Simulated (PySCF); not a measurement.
# B3H12La (La(BH4)3): the cost of one run

The runs use PySCF 2.14.0; several levels, as the steps say, no spin–orbit coupling.

3 further runs of the same task are left out: 2 for a known fault of the program, 1 that didn't finish.

### Step 1. The starting structure

16 atoms, charge 0, spin multiplicity 1.

Bond lengths: La1–B2 2.605 Å, La1–H4 2.403 Å, La1–H5 2.403 Å, La1–H6 2.431 Å, La1–B7 2.605 Å, La1–H9 2.403 Å, La1–H10 2.403 Å, La1–H11 2.431 Å, La1–B12 2.605 Å, La1–H14 2.403 Å, La1–H15 2.403 Å, La1–H16 2.431 Å, B2–H3 1.214 Å, B2–H4 1.266 Å, B2–H5 1.266 Å, B2–H6 1.257 Å, B7–H8 1.214 Å, B7–H9 1.266 Å and more. Angles: B2–La1–H4 28.9°, B2–La1–H5 28.9°, B2–La1–H6 28.6°, B2–La1–B7 120.0°, B2–La1–H9 103.0°, B2–La1–H10 103.0°, B2–La1–H11 148.6°, B2–La1–B12 120.0°, B2–La1–H14 130.6°, B2–La1–H15 130.6°, B2–La1–H16 91.4°, H4–La1–H5 49.2°, H4–La1–H6 49.4°, H4–La1–B7 130.6°, H4–La1–H9 103.9°, H4–La1–H10 125.9°, H4–La1–H11 151.1°, H4–La1–B12 103.0° and more.

As a file:

```xyz
16
charge 0, multiplicity 1
La    0.00000    0.00000    0.00000
B     2.60497    0.01148    0.00000
H     3.81881   -0.00642    0.00000
H     2.10614   -0.58185    1.00077
H     2.10614   -0.58185   -1.00077
H     2.12906    1.17442    0.00000
B    -1.31243    2.25022    0.00000
H    -1.90384    3.31040    0.00000
H    -0.54917    2.11490    1.00077
H    -0.54917    2.11490   -1.00077
H    -2.08161    1.25661    0.00000
B    -1.29254   -2.26171    0.00000
H    -1.91497   -3.30398    0.00000
H    -1.55697   -1.53305    1.00077
H    -1.55697   -1.53305   -1.00077
H    -0.04745   -2.43103    0.00000
```

Formal oxidation states: La +3. The 4f shell is empty and lies in the core potential. An earlier session relaxed this geometry at PBE, La lcecp-1-SVP with ECP46, B def2-SVP, H def2-SVP (singlet, point group C3h).

At PBE on the finer grid: E = -113.178653 Eh, HOMO -7.92 eV, LUMO -3.62 eV, Mulliken charge on La1 +0.62 e, largest force component 0.009 eV/Å. The large-core potential holds the 4f shell empty.

Levels to run: wB97X; revPBE; r2SCAN; CAM-B3LYP; PBE, TZVP; PBE, x2c-SVP. Hardware: 4 threads of AMD EPYC 9R45 (Zen 5), shared host.

### Step 2. wB97X

The input, run.py (the lines that set the calculation):

```python
mol = gto.M(atom='''
La     0.00000     0.00000     0.00000
B      2.60497     0.01148     0.00000
H      3.81881    -0.00642     0.00000
H      2.10614    -0.58185     1.00077
H      2.10614    -0.58185    -1.00077
H      2.12906     1.17442     0.00000
B     -1.31243     2.25022     0.00000
H     -1.90384     3.31040     0.00000
H     -0.54917     2.11490     1.00077
H     -0.54917     2.11490    -1.00077
H     -2.08161     1.25661     0.00000
B     -1.29254    -2.26171     0.00000
H     -1.91497    -3.30398     0.00000
H     -1.55697    -1.53305     1.00077
H     -1.55697    -1.53305    -1.00077
H     -0.04745    -2.43103     0.00000''',
    basis={'La': 'lcecp-1-SVP', 'B': 'def2-SVP', 'H': 'def2-SVP'},
    ecp={'La': 'lcecp-1-SVP'},
    charge=0, spin=0)
mf = dft.RKS(mol, xc='WB97X')
mf.grids.atom_grid = (75, 302)  # f atoms: unpruned, at least (60, 302)
mf = mf.density_fit()  # fitting sets: La AutoAux, B def2-universal-JKFIT, H def2-universal-JKFIT
mf.conv_tol = 1e-08; mf.max_cycle = 55
mf.kernel(dm0)  # dm0: the density of the relaxed state
```

Run with:

```
> OMP_NUM_THREADS=4 python run.py
```

**Question.** How long does this run take on 4 threads of AMD EPYC 9R45 (Zen 5), shared host?

About 6 s.
